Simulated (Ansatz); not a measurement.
# Ba2C: the cost of one run

Computed with Ansatz 0.2.0 (DFT PBE, scalar-relativistic, plane waves, PAW, unless a step's input says otherwise).

3 further runs of the same task are left out: 3 set aside as unsound or not needed.

## (1) The structure to begin with

It takes space group I4_1/amd (No. 141, tetragonal). The conventional cell has a = 4.587 Å, b = 4.587 Å, c = 15.948 Å, α = 90.00°, β = 90.00°, γ = 90.00°. Around Ba (site symmetry 2mm) lie 3 Ba at 2.65 to 2.66 Å and 6 C at 3.51 Å. C (site symmetry -4m2) is surrounded by 12 Ba at 3.51 Å.

As a file:

```
CELL_PARAMETERS angstrom
-2.29342 2.29342 7.97417
2.29342 -2.29342 7.97417
2.29342 2.29342 -7.97417
ATOMIC_POSITIONS crystal
Ba 0.41650 0.41650 0.00000
Ba 0.16650 0.66650 0.50000
Ba 0.33350 0.83350 0.50000
Ba 0.58350 0.58350 0.00000
C 0.00000 0.00000 0.00000
C 0.75000 0.25000 0.50000
```

This is candidate A: ThSi2 type (I4_1/amd, No. 141).

(A quick probe on a coarse mesh, which set the mesh and smearing, is not shown.)

## (3) Rough relaxation on the coarse mesh (candidate A)

The input, input.yaml:

```yaml
crystal:
  lattice:
    - [-2.2934210324, 2.2934210324, 7.9741682334]
    - [2.2934210324, -2.2934210324, 7.9741682334]
    - [2.2934210324, 2.2934210324, -7.9741682334]
  atoms:
    - { symbol: Ba, position: [0.4165, 0.4165, 0.0] }
    - { symbol: Ba, position: [0.1665, 0.6665, 0.5] }
    - { symbol: Ba, position: [0.3335, 0.8335, 0.5] }
    - { symbol: Ba, position: [0.5835, 0.5835, 0.0] }
    - { symbol: C, position: [0.0, 0.0, 0.0] }
    - { symbol: C, position: [0.75, 0.25, 0.5] }
basis:
  ecutwfc: 420
kpoints:
  mp_grid: { grid: [6, 6, 6] }
hamiltonian:
  xc: pbe
scf:
  occupations: { method: gaussian, width: 0.1 }
  lower_state_search: "off"
output:
  forces: true
  stress: true
  eigenvalues: true
relax:
  adjacent_minimum: "off"
  f_tol: 0.04
  max_steps: 70
  cell: { stress_tol: 0.4 }
```

On the command line:

```sh
$ ansatz run input.yaml --threads 1 --pin off --max-ram 2560MiB --backend cpu --events-out ev --progress --plain --runs-dir out
```

**Question.** How long does this run take on 1 thread of Arm Neoverse V1, shared host, and how much memory does it need?

About 5.4 min, with a peak of 0.48 GiB.
